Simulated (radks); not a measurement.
# The series with 7 electrons, N to K¹²⁺

Aim: how levels and radii change as the nucleus grows at a fixed number of electrons, each ion in its NIST ground configuration.

The numbers are computed with radks (a radial shooting solver on a logarithmic mesh, Libxc functionals) version 1 (scalar-relativistic Kohn-Sham, SCAN, spin-polarised, spherical densities, finite nucleus; open shells are filled with parallel spins first), except any that are marked as measured or tabulated.

7 further runs of the same task are left out: 7 that didn't finish.

**1. Starting point**

| Item | Value |
| --- | --- |
| electrons | 7 |
| ions | N, F²⁺, Mg⁵⁺, Ar¹¹⁺, K¹²⁺ |
| configuration | NIST ground configuration of each |

**2. N, [He] 2s2 2p3**

Settings of this run:

```text
Z 7
configuration [He] 2s2 2p3
relativity scalar-relativistic
functional scan,scan
spin polarised
nucleus finite rms 2.5582 fm
c 137.035999084
```

**3. F²⁺, [He] 2s2 2p3**

Settings of this run:

```text
Z 9
configuration [He] 2s2 2p3 3s0 3p0
relativity scalar-relativistic
functional scan,scan
spin polarised
nucleus finite rms 2.8976 fm
c 137.035999084
```

**4. Mg⁵⁺, [He] 2s2 2p3**

Settings of this run:

```text
Z 12
configuration [He] 2s2 2p3 3s0 3p0
relativity scalar-relativistic
functional scan,scan
spin polarised
nucleus finite rms 3.057 fm
c 137.035999084
```

**5. Ar¹¹⁺, [He] 2s2 2p3**

Settings of this run:

```text
Z 18
configuration [He] 2s2 2p3 3s0 3p0
relativity scalar-relativistic
functional scan,scan
spin polarised
nucleus finite rms 3.4274 fm
c 137.035999084
```

**6. K¹²⁺, [He] 2s2 2p3**

Settings of this run:

```text
Z 19
configuration [He] 2s2 2p3 3s0 3p0
relativity scalar-relativistic
functional scan,scan
spin polarised
nucleus finite rms 3.4349 fm
c 137.035999084
```

Before running it: what results should come out? Wanted: for each run, ion; E; ε(2s up); ε(2s down); ε(2p up); ε(2p down, empty); ε(3s down, empty); <r>(2p up).

The runs gave:

```csv
ion,E (hartree),ε(2s up) (eV),ε(2s down) (eV),ε(2p up) (eV),"ε(2p down, empty) (eV)","ε(3s down, empty) (eV)",<r>(2p up) (bohr)
F²⁺,-97.90743,-72.990,-63.459,-52.869,-42.907,-5.686,0.8755
Mg⁵⁺,-187.40135,-202.73,-188.51,-171.11,-251.51,-92.443,0.5676
Ar¹¹⁺,-455.20566,-649.02,-625.56,-593.00,-564.54,-212.78,0.3354
K¹²⁺,-511.42836,-747.73,-722.73,-687.35,-656.84,-251.10,0.3141
```

In words: Between F²⁺ and K¹²⁺, 2p up binds 13.0 times more strongly and its mean radius falls by a factor 2.79. The order of these tabulated levels, which need not hold every outer shell, does not change along the series.
